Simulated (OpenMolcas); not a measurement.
**CHBrCl2 (bromodichloromethane) at 5 levels**

Wanted: a comparison of 5 runs (RGE2/pcseg-0, RGE2/pcseg-1, RGE2/aug-pcseg-1, RGE2/pcseg-2, RGE2/aug-pcseg-2) of CHBrCl2 (bromodichloromethane). 

Program for the calculation: OpenMolcas 26.06.

2 further runs of the same task are left out: 1 that didn't finish, 1 set aside as unsound or not needed.

## (1) The molecule

The species is CHBrCl2 (5 atoms), meant as a singlet with charge 0. SMILES: `ClC(Cl)Br`. Geometry: relaxed at PBE0-D4/def2-TZVP.

Bond lengths: Cl1–C2 1.754 Å, C2–Cl3 1.754 Å, C2–Br4 1.934 Å, C2–H5 1.084 Å. Angles: Cl1–C2–Cl3 111.5°, Cl1–C2–Br4 111.2°, Cl3–C2–Br4 111.2°, Cl1–C2–H5 108.1°, Cl3–C2–H5 108.1°, Br4–C2–H5 106.3°.

## (2) A single-point energy at RGE2/pcseg-0 (run 1)

job.inp

```
&GATEWAY
  BASLIB=$CurrDir
  COORD
  5
  bohr
  Cl    -1.03048655     0.29141467     3.11544028
  C      0.15112140     0.16262983     0.02180744
  Cl     2.29675423    -2.33451096    -0.35753618
  Br    -2.55772541    -0.03552685    -2.42353596
  H      1.14033633     1.91597442    -0.35619448
  BASIS=pcseg-0
  GROUP=NoSym

&SEWARD

&SCF
  KSDFT=RGE2
  PRORBITALS=1 1
```

The basis set pcseg-0 is read from a file made from the Basis Set Exchange's data (not shown).

Command:

```bash
$ export MOLCAS_MEM=1860
$ pymolcas job.inp > job.log
```

Output:

```text
--- Start Module: gateway ---
[...]
--- Stop Module: gateway /rc=_RC_ALL_IS_WELL_ ---
--- Start Module: seward ---
[...]
      Basis functions           59
--- Stop Module: seward /rc=_RC_ALL_IS_WELL_ ---
--- Start Module: scf ---
[...]
       Convergence after  10 Iterations
[...]
::    Total KS-DFT energy                           -3525.3518586248
[...]
      Total spin, S                                     0.0000000000
[...]
      Total electronic charge=   76.000000
      Total            charge=   -0.000000
[...]
      Dipole Moment (debye):
      Origin of the operator (angstrom)=   -0.5055   -0.2300   -0.3103
                   X=  5.4906E-01               Y=  1.2127E+00               Z= -3.9093E-01           Total=  1.3875E+00
      Quadrupole Moment (debye*angstrom):
[...]
--- Stop Module: scf /rc=_RC_ALL_IS_WELL_ ---
[...]
```

It took 3.6 s on 1 thread of Arm Neoverse V1, shared host; peak memory 0.39 GiB.

## (3) The energy at RGE2/pcseg-1 (run 2)

job.input

```
>>> EXPORT MOLCAS_PRINT=2

&GATEWAY
  BasLib = $CurrDir
  Coord
  5
  bohr
  Cl    -1.03048655     0.29141467     3.11544028
  C      0.15112140     0.16262983     0.02180744
  Cl     2.29675423    -2.33451096    -0.35753618
  Br    -2.55772541    -0.03552685    -2.42353596
  H      1.14033633     1.91597442    -0.35619448
  Basis = pcseg-1
  Group = NoSym

&SEWARD

&SCF
  KSDFT = RGE2
  PrOrbitals = 1 1
```

The basis set pcseg-1 is read from a file made from the Basis Set Exchange's data (not shown).

Command:

```bash
$ export MOLCAS_MEM=1860
$ pymolcas job.input > job.log
```

Output:

```text
--- Start Module: gateway ---
[...]
--- Stop Module: gateway /rc=_RC_ALL_IS_WELL_ ---
--- Start Module: seward ---
[...]
      Basis functions           82
--- Stop Module: seward /rc=_RC_ALL_IS_WELL_ ---
[...]
--- Start Module: scf ---
[...]
       Convergence after  12 Iterations
[...]
::    Total KS-DFT energy                           -3529.3052030131
[...]
      Total spin, S                                     0.0000000000
[...]
      Total electronic charge=   76.000000
      Total            charge=   -0.000000
[...]
      Dipole Moment (debye):
      Origin of the operator (angstrom)=   -0.5055   -0.2300   -0.3103
                   X=  4.6622E-01               Y=  9.1283E-01               Z= -2.4354E-01           Total=  1.0535E+00
      Quadrupole Moment (debye*angstrom):
[...]
--- Stop Module: scf /rc=_RC_ALL_IS_WELL_ ---
[...]
```

Wall time 8.1 s (1 thread of Arm Neoverse V1, shared host); peak memory 0.45 GiB.

Runs 3 to 4 aren't shown in full; the table further down has their settings and results.

## (4) A single-point energy at RGE2/aug-pcseg-2 (RICD fitting) (run 5)

job.input: that of step 3 with these lines changed.

```diff
@@ -3,3 +3,3 @@
 &GATEWAY
-  BasLib = $CurrDir
+  BasLib=$CurrDir
   Coord
@@ -12,4 +12,5 @@
   H      1.14033633     1.91597442    -0.35619448
-  Basis = pcseg-1
-  Group = NoSym
+  Basis=aug-pcseg-2
+  Group=NoSym
+  RICD
 
@@ -18,3 +19,3 @@
 &SCF
-  KSDFT = RGE2
-  PrOrbitals = 1 1
+  KSDFT=RGE2
+  PrOrbitals=1 1
```

The basis set aug-pcseg-2 is read from a file made from the Basis Set Exchange's data (not shown).

Command:

```bash
$ export MOLCAS_MEM=1860
$ pymolcas job.input > job.log
```

Output:

```text
--- Start Module: gateway ---
[...]
--- Stop Module: gateway /rc=_RC_ALL_IS_WELL_ ---
[...]
--- Start Module: seward ---
[...]
      Basis functions          228
[...]
--- Stop Module: seward /rc=_RC_ALL_IS_WELL_ ---
[...]
--- Start Module: scf ---
[...]
       Convergence after  12 Iterations
[...]
::    Total KS-DFT energy                           -3529.7539881202
[...]
      Total spin, S                                     0.0000000000
[...]
      Total electronic charge=   76.000000
      Total            charge=   -0.000000
[...]
      Dipole Moment (debye):
      Origin of the operator (angstrom)=   -0.5055   -0.2300   -0.3103
                   X=  5.0553E-01               Y=  8.1014E-01               Z= -1.2823E-01           Total=  9.6350E-01
      Quadrupole Moment (debye*angstrom):
[...]
--- Stop Module: scf /rc=_RC_ALL_IS_WELL_ ---
[...]
```

It took 40 s on 1 thread of Arm Neoverse V1, shared host; peak memory 0.68 GiB.

## (5) The series

| run | level | integral approximation | energy (Eh) | dipole moment (D) | HOMO energy (eV) | LUMO energy (eV) | wall time |
| --- | --- | --- | --- | --- | --- | --- | --- |
| 1 | RGE2/pcseg-0 | none | -3525.351859 | 1.39 | -7.16 | -2.15 | 3.6 s |
| 2 | RGE2/pcseg-1 | none | -3529.305203 | 1.05 | -7.14 | -2.30 | 8.1 s |
| 3 | RGE2/aug-pcseg-1 | none | -3529.314866 | 0.96 | -7.18 | -2.43 | 23 s |
| 4 | RGE2/pcseg-2 (RICD fitting) | RICD | -3529.750983 | 1.02 | -7.12 | -2.26 | 16 s |
| 5 | RGE2/aug-pcseg-2 (RICD fitting) | RICD | -3529.753988 | 0.96 | -7.13 | -2.37 | 40 s |

## (6) Outcome

| quantity | value |
| --- | --- |
| run 5: total energy | -3529.75399 Eh |
| run 5: dipole moment | 0.96 D |
| run 5: HOMO energy | -7.13 eV |
| run 5: LUMO energy | -2.37 eV |
| run 5: HOMO–LUMO gap | 4.76 eV |

**Reading.** The dipole moment (its size) runs from 0.96 D (RGE2/aug-pcseg-1) to 1.39 D (RGE2/pcseg-0). The HOMO–LUMO gap runs from 4.76 eV (RGE2/aug-pcseg-2) to 5.01 eV (RGE2/pcseg-0). All runs together took 91 s, the longest 40 s.
